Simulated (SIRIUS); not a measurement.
I under changes of volume

One of the cells (42.631 Å³/atom); the others are scaled copies at fixed shape and fractional positions:

```
I
1.0
     3.63503   -2.39502    0.00000
     3.63503    2.39502    0.00000
     0.00000    0.00000    9.79344
I
4
Direct
  0.64930 0.35070 0.38440
  0.14930 0.85070 0.11560
  0.35070 0.64930 0.61560
  0.85070 0.14930 0.88440
```

| Item | Value |
| --- | --- |
| Program | SIRIUS 7.12.0 |
| Functional | PBEsol |
| Potentials or basis | all-electron FP-LAPW |
| Cutoff | 161 eV |
| Basis | apw+lo standard |
| k mesh | 7 × 7 × 3 |
| Occupations | fermi-dirac, width 0.05 eV |
| Spin | no spin polarisation |

| volume (Å³/atom) | energy over the lowest point (meV/atom) | gap on the mesh (eV) |
| --- | --- | --- |
| 40.073 | 14.54 | 1.40 |
| 40.926 | 6.48 | 1.37 |
| 41.778 | 1.63 | 1.33 |
| 42.631 | 0.00 | 1.28 |
| 43.483 | ? | ? |
| 44.336 | 4.18 | 1.20 |
| 45.189 | 9.51 | 1.16 |

Q: What does the run at 43.483 Å³/atom give?

A: Energy over the lowest point 1.10 meV/atom; gap on the mesh 1.24 eV.

Worked out: A Birch-Murnaghan fit of order 3 (a polynomial in V^(-2/3)) to the other rows has its minimum at 42.74 Å³/atom with B0 = V·E''(V) = 25 GPa and B' = 5.2 at fixed shape and positions, which overstates the stiffness. It gives 0.90 meV/atom at 43.483 Å³/atom, against the run's 1.10. A straight line through the other rows of the gap, of slope -2.05 eV per unit of ln V, gives 1.24 eV, against the run's 1.24.

Energies are extrapolated to zero smearing.

Caveats: spin-orbit coupling is left out, which moves the levels of the heavy elements; an odd mesh through Γ misses points on the zone boundary, where band edges often lie.
